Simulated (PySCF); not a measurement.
# C₄H₉BN₂S: electronic excitations

Wanted: the electronic excitations of C₄H₉BN₂S (`C=N[BH2-][N+]#CCSC`), by calculation.

Computed with PySCF 2.14.0, with density-fitted response routines of our own, on a single molecule in the gas phase. Atoms count from 0, in the outputs and in this text.

## (1) The starting structure

17 atoms, charge 0, multiplicity 1; geometry from: GFN2-xTB.

Bonds of the start (Å): C0–N1 1.25, N1–B2 1.53, B2–N3 1.50, N3–C4 1.15, C4–C5 1.42, C5–S6 1.85, S6–C7 1.81, C0–H8 1.10, C0–H9 1.09, B2–H10 1.19, B2–H11 1.19, C5–H12 1.09, C5–H13 1.09, C7–H14 1.10, C7–H15 1.09, C7–H16 1.09.

## (2) Ultraviolet spectrum: CAM-B3LYP/def2-SVPD

Job settings and geometry (Å):

```
{"job": {"kind": "uv", "xc": "CAM-B3LYP", "basis": "def2-SVPD", "nstates": 8, "ntriplets": 3}, "charge": 0, "multiplicity": 1}
C     -2.142653     1.774523    -0.126111
N     -1.405508     0.770170    -0.115819
B     -1.885250    -0.641550    -0.438857
N     -0.597066    -1.402394    -0.332535
C      0.509273    -1.652826    -0.146601
C      1.909208    -1.750574     0.074517
S      2.645363    -0.160452    -0.521452
C      1.692987     1.028310     0.461451
H     -3.214719     1.775768    -0.366439
H     -1.721250     2.749024     0.118876
H     -2.275664    -0.784407    -1.553304
H     -2.607882    -1.090022     0.393826
H      2.137713    -1.880651     1.134801
H      2.371958    -2.541628    -0.515157
H      0.623670     0.956515     0.228852
H      1.883347     0.856527     1.517850
H      2.069476     2.005695     0.176192
```

Method: TDDFT CAM-B3LYP/def2-SVPD, vertical, gas phase, core orbitals frozen in the response.

Started as:

```
$ OMP_NUM_THREADS=1 python probes_run.py task.json out
```

This one command runs all jobs of the session in turn.

Predict these results of the whole session: lowest singlet (CAM-B3LYP/def2-SVPD); brightest single state of those computed; lowest triplet.

As calculated:

| quantity | value |
| --- | --- |
| lowest singlet (CAM-B3LYP/def2-SVPD) | 4.27 eV (290 nm), f = 0.002 |
| brightest single state of those computed | state 7, 5.93 eV, f = 0.023 |
| lowest triplet | 3.68 eV |

What this shows: The lowest singlet, at 4.27 eV, is HOMO→LUMO 0.66, HOMO→LUMO+4 0.22 and is weak; of the 8 states computed, the strongest absorption comes from state 7 at 5.93 eV. The lowest triplet lies 0.59 eV below the lowest singlet (triplets in Tamm-Dancoff, singlets in full TDDFT).
